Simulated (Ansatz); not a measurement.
**Cu3Pd: response to strain**

Cu3Pd is deformed so: equal xx and yy strain of +2 %. What stress and forces result, by LAPW, PAW and all-electron datasets made for the crystal?

Computed with Ansatz 0.2.0 (DFT PBEsol, scalar-relativistic, unless a step's input says otherwise).

## Step 1: The structure to begin with

The structure is tetragonal, space group P4/mmm (No. 123). The conventional cell has a = 3.697 Å, b = 3.697 Å, c = 3.659 Å, α = 90.00°, β = 90.00°, γ = 90.00°. Cu (site symmetry mmm) has 8 Cu at 2.60 to 2.61 Å and 4 Pd at 2.60 Å in its first shell of neighbours. Cu (site symmetry 4/mmm) has 8 Cu at 2.60 Å and 4 Pd at 2.61 Å in its first shell of neighbours. Pd (site symmetry 4/mmm) has 12 Cu at 2.60 to 2.61 Å in its first shell of neighbours.

Coordinates:

```
CELL_PARAMETERS angstrom
3.69700 0.00000 0.00000
0.00000 3.69700 0.00000
0.00000 0.00000 3.65900
ATOMIC_POSITIONS crystal
Cu 0.00000 0.50000 0.50000
Cu 0.50000 0.00000 0.50000
Cu 0.50000 0.50000 0.00000
Pd 0.00000 0.00000 0.00000
```

Atoms are numbered in the order of the input: Cu1, Cu2, Cu3, Pd4.

## Step 2: The deformed structure

Space group P4/mmm before, P4/mmm after.

## Step 3: All-electron LAPW

The input, input.yaml:

```yaml
crystal:
  lattice:
    - [3.77094, 0.0, 0.0]
    - [0.0, 3.77094, 0.0]
    - [0.0, 0.0, 3.659]
  atoms:
    - { symbol: Cu, position: [0.0, 0.5, 0.5] }
    - { symbol: Cu, position: [0.5, 0.0, 0.5] }
    - { symbol: Cu, position: [0.5, 0.5, 0.0] }
    - { symbol: Pd, position: [0.0, 0.0, 0.0] }
kpoints:
  mp_grid: { grid: [11, 11, 11] }
  band_path:
    path:
      - [0.0, 0.0, 0.0]
      - [0.0, 0.5, 0.0]
      - [0.5, 0.5, 0.0]
      - [0.0, 0.0, 0.0]
      - [0.0, 0.0, 0.5]
      - [0.0, 0.5, 0.5]
      - [0.5, 0.5, 0.5]
      - [0.0, 0.0, 0.5]
      - [0.0, 0.5, 0.0]
    npoints: 5
scf:
  occupations: { method: fermi_dirac, width: 0.05 }
hamiltonian:
  xc: pbesol
  pseudopotentials: { kind: all_electron, lapw: { basis_error: 0.001 } }
output:
  forces: true
  stress: true
  eigenvalues: true
```

Started as:

```console
ansatz run input.yaml --threads 1 --pin off --max-ram 4096MiB --backend cpu --events-out ev --progress --plain --runs-dir out
```

## Step 4: PAW on the default files

The input, input.yaml:

```yaml
crystal:
  lattice:
    - [3.77094, 0.0, 0.0]
    - [0.0, 3.77094, 0.0]
    - [0.0, 0.0, 3.659]
  atoms:
    - { symbol: Cu, position: [0.0, 0.5, 0.5] }
    - { symbol: Cu, position: [0.5, 0.0, 0.5] }
    - { symbol: Cu, position: [0.5, 0.5, 0.0] }
    - { symbol: Pd, position: [0.0, 0.0, 0.0] }
kpoints:
  mp_grid: { grid: [11, 11, 11] }
scf:
  occupations: { method: fermi_dirac, width: 0.05 }
hamiltonian:
  xc: pbesol
  pseudopotentials: { kind: paw }
output:
  forces: true
  stress: true
  eigenvalues: true
  efg: { contact_densities: true }
```

## Step 5: Datasets made for this crystal

Changes to input.yaml since step 4:

```diff
@@ -16,3 +16,3 @@
   xc: pbesol
-  pseudopotentials: { kind: paw }
+  pseudopotentials: { kind: all_electron, datasets: crystal }
 output:
```

(Steps that only read results are left out.)

**Question.** What will these runs give? Wanted: pressure; largest shear or deviatoric stress.

The runs gave:

```
                                 quantity                                              value
                                 pressure  LAPW -9.56, PAW -9.55, crystal datasets -9.56 GPa
largest shear or deviatoric stress (LAPW)                                           0.91 GPa
```

The largest part of the stress beyond the pressure is 0.91 GPa in size, in the zz component; the atoms are carried along and not relaxed. No run of the undeformed cell stands beside it, so pressure and stress hold what the given cell had before the change, as far as its symmetry allows. PAW: stress within 0.01 GPa of LAPW. Crystal datasets: stress within 0.01 GPa of LAPW.
